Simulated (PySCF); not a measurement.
Molecule: OGaBr2H, in a box.

```
O Ga Br H
1.0
    13.00000    0.00000    0.00000
     0.00000   13.00000    0.00000
     0.00000    0.00000   12.00000
O Ga Br H
1 1 2 1
Cartesian
  6.4465 7.7823 6.1350
  6.4937 6.0163 6.0768
  8.1836 4.8826 7.0836
  4.8424 4.9379 4.9844
  7.1865 8.1594 6.6189
```

Base run:

```yaml
Program: PySCF 2.14.0
Functional: HSE03
Dispersion: D3(BJ)
Potentials_or_basis: def2-svp (all-electron)
k_mesh: 1 × 1 × 1
Occupations: fixed
Spin: no spin polarisation
```

Its results: gap between the frontier levels 6.22 eV.

**Question.** After a change of settings the same cell gave: gap between the frontier levels 4.75 eV. Which change was it?
A. functional from HSE03 to r2SCAN0
B. functional from HSE03 to PBEsol; dispersion from D3(BJ) to D4
C. functional from HSE03 to PBEsol0; dispersion from D3(BJ) to none

**Answer.** B.

Caveats: this is a molecule in a periodic box at the Γ point, so its band gap is the HOMO-LUMO gap; relativity is left out, which matters for the heavier elements; the basis of atomic orbitals isn't converged, which shifts pressures, moduli and gaps; this program's HSE differs a little from the usual definition (some runs); the D4 parameters stored for this functional may belong to another (some runs).
